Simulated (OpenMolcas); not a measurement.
# Ag⁴⁺ among point charges: CASSCF and CASPT2 levels and susceptibility

Aim: the splitting of the states of Ag⁴⁺ in the field of 6 point charges, its lowest levels with spin-orbit coupling and its magnetic susceptibility.

Method: state-averaged CASSCF and CASPT2, spin-orbit coupling by RASSI with atomic mean-field integrals. Code: OpenMolcas 26.06.

### 1 Starting point

| Quantity | Value |
| --- | --- |
| Species | Ag⁴⁺ (silver, Z = 47, 43 electrons) |
| Basis | ANO-RCC-VDZP [6s5p3d1f], 43 functions |
| Scalar Hamiltonian | DKH2, point nucleus |
| Inactive shells | 1s 2s 2p 3s 3p 3d 4s 4p |
| Active space | 7 electrons in 5 orbitals (4d) |
| Some configurations of this space | 4d7 |
| Orbitals | optimised for each spin and parity, averaged over all roots |

The outer shells:

4d7
```
4d [↑↓][↑↓][↑ ][↑ ][↑ ]
```

The ion sits among 6 point charges of -1.36 e arranged as a tetragonal octahedron (D4h), 2.22 Å from the ion, with the axial distance 2.553 Å.

The work runs as a chain of OpenMolcas steps in one folder; each step below is one input file. Labels, J, g values, rates, χT and fits are worked out afterwards by a script from the matrices that RASSI stores. The input lists half of the charges; inversion (Group=XYZ) makes the rest.

### 2 GATEWAY and SEWARD: basis and integrals

Contents of a.inp:

```
&GATEWAY
Coord
1

Ag 0.0 0.0 0.0
Basis=ANO-RCC-VDZP
Group=XYZ
NoMove
AngMom=0.0 0.0 0.0
AMFI
XField
3 Angstrom 0
2.220000 0.000000 0.000000 -1.360000
0.000000 2.220000 0.000000 -1.360000
0.000000 0.000000 2.553000 -1.360000
&SEWARD
```

Launch:

```console
$ OMP_NUM_THREADS=1 MOLCAS_MEM=1689 MOLCAS_PROJECT=a pymolcas a.inp > a.log
```

### 3 CASSCF: quartets of even parity, 10 roots

Contents of a.inp:

```
&RASSCF
FileOrb=start.orb
Symmetry=1
Spin=4
nActEl=7 0 0
Inactive=9 9
Ras2=5 0
CIRoot=10 10 1
SDav=10
CIMx=300
Iter=120 100
PrWF=0.3
OrbListing=Nothing
MaxOrb=0
>>> COPY $Project.JobIph JOB001
```

start.orb holds the contracted functions of the basis, ordered by shell, or the orbitals of the step before.

### 4 Reference wave functions, doublets of even parity, 40 roots

Contents of a.inp:

```
&RASSCF
FileOrb=start.orb
Symmetry=1
Spin=2
nActEl=7 0 0
Inactive=9 9
Ras2=5 0
CIRoot=40 40 1
SDav=40
CIMx=300
Iter=120 100
PrWF=0.3
OrbListing=Nothing
MaxOrb=0
>>> COPY $Project.JobIph JOB002
```

### 5 RASSI: spin-orbit coupling between the states

Contents of a.inp:

```
&RASSI
NrOfJobIphs=2 10 40
1 2 3 4 5 6 7 8 9 10
1 2 3 4 5 6 7 8 9 10 11 12 13 14 15 16 17 18 19 20 21 22 23 24 25 26 27
28 29 30 31 32 33 34 35 36 37 38 39 40
IphNames
JOB001
JOB002
EJob
SpinOrbit
DIPRint=1.0
SOCoupling=1000.0
Subsets=2
Property=9
'ANGMOM' 1 'ANGMOM' 2 'ANGMOM' 3 'MLTPL  1' 1 'MLTPL  1' 2 'MLTPL  1' 3
'AMFI' 1 'AMFI' 2 'AMFI' 3
SOProperty=3
'ANGMOM' 1 'ANGMOM' 2 'ANGMOM' 3
```

### 6 CASPT2: IPEA 0.25, imaginary shift 0.1 (closed shells correlated: 4s 4p)

Contents of a.inp:

```
>>> COPY JOB001 $Project.JobIph
&CASPT2
Multistate=10 1 2 3 4 5 6 7 8 9 10
NoMult
Frozen=8 6
IPEA=0.25
Imaginary=0.1
MaxIter=60
WThr=0.0 0.3 0.05
PrWF=0.5
NoMix
>>> COPY JOB002 $Project.JobIph
&CASPT2
Multistate=40 1 2 3 4 5 6 7 8 9 10 11 12 13 14 15 16 17 18 19 20 21 22
23 24 25 26 27 28 29 30 31 32 33 34 35 36 37 38 39 40
NoMult
Frozen=8 6
IPEA=0.25
Imaginary=0.1
MaxIter=60
WThr=0.0 0.3 0.05
PrWF=0.5
NoMix
```

(Steps that only read results are left out.)

What does the calculation give? Wanted: spin-free ground state; first state of the same spin within the active space; lowest level; next level.

**Answer**, as computed:

| quantity | value |
| --- | --- |
| method | SS-CASPT2, IPEA 0.25, imaginary shift 0.1 (closed shells correlated: 4s 4p) |
| spin-free ground state | 4A2, 1-fold in its orbital part |
| first state of the same spin within the active space | 4E at 845 cm⁻¹ |
| lowest level | 2-fold E1/2, g = 1.56, 6.49, 6.49 |
| next level | 427.9 cm⁻¹ |
| χT at 300 K | 4.50 cm³ K/mol |
| effective moment at 300 K | 6.00 μB |

Cost by method:

```csv
method,time of its own steps,time with the reference
A. CASSCF,11 s,11 s
"B. SS-CASPT2, IPEA 0.25, imaginary shift 0.1, +4s 4p",3.4 s,15 s
```

Times are of one thread on a shared host.

In words: The spin-free ground state (4A2) comes to 99 % from free-ion F terms and keeps the highest spin of the shell. χT at 300 K is 4.50, against 1.88 cm³ K/mol for the spin alone, so orbital moment adds to it. An active space of the d shell alone favours high spin; real ions in strong fields can be low spin. The field of point charges can differ much from that of real complexes. With metal d orbitals alone active, the gaps between spin states are rough; where two lie within a few thousand cm-1, their order is open. This is an electrostatic model: the charges have no orbitals.
